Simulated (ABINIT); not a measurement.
Set up this calculation in ABINIT 10.8.3 (patched build), as the native input.

```yaml
Task: single point
Functional: PBE
Potentials_or_basis: JTH PAW PBE v2.0
Cutoff: 599 eV
k_mesh: 9 × 9 × 9
Occupations: fermi-dirac, width 0.05 eV
Spin: no spin polarisation
Fine-grid_cutoff: 1197.3 eV
```

The structure of GeW lies in POSCAR:

```
GeW
1.0
    0.0000000000      2.5776100000      2.5776100000
    2.5776100000      0.0000000000      2.5776100000
    2.5776100000      2.5776100000      0.0000000000
Ge W
1 1
Direct
    0.5000000000      0.5000000000      0.5000000000  Ge
    0.0000000000      0.0000000000      0.0000000000  W
```

The cell was built by a generator and needn't be a form met in nature.

One way to write it, as run:

run.abi

```
pp_dirpath "./"
pseudos "Ge.GGA_PBE-JTH.xml, W.GGA_PBE-JTH.xml"

structure "poscar:POSCAR"
natom 2

ecut 22.0
pawecutdg 44.0
pawxcdev 0

kptopt 1
ngkpt 9 9 9
nshiftk 1
shiftk 0.0 0.0 0.0

ixc 11

nband 18
occopt 3
tsmear 0.05 eV

nstep 100
tolvrs 1.0e-9

iomode 3
prtwf 0
prtden 0
prteig 0
prtebands 0
enunit 1
```

Potentials or basis: JTH PAW PBE v2.0.

Run with:

```bash
$ abinit run.abi > log 2>&1
```

It gave:

- Pressure: -0.1 GPa
- Band gap on the k mesh: none (metal or under the smearing width)
- Valence electrons inside the program's atomic spheres: Ge 12.61; W 11.62

Wall time 38 s on 1 thread of Arm Neoverse V1, with other jobs on the host, peak memory 0.13 GiB.
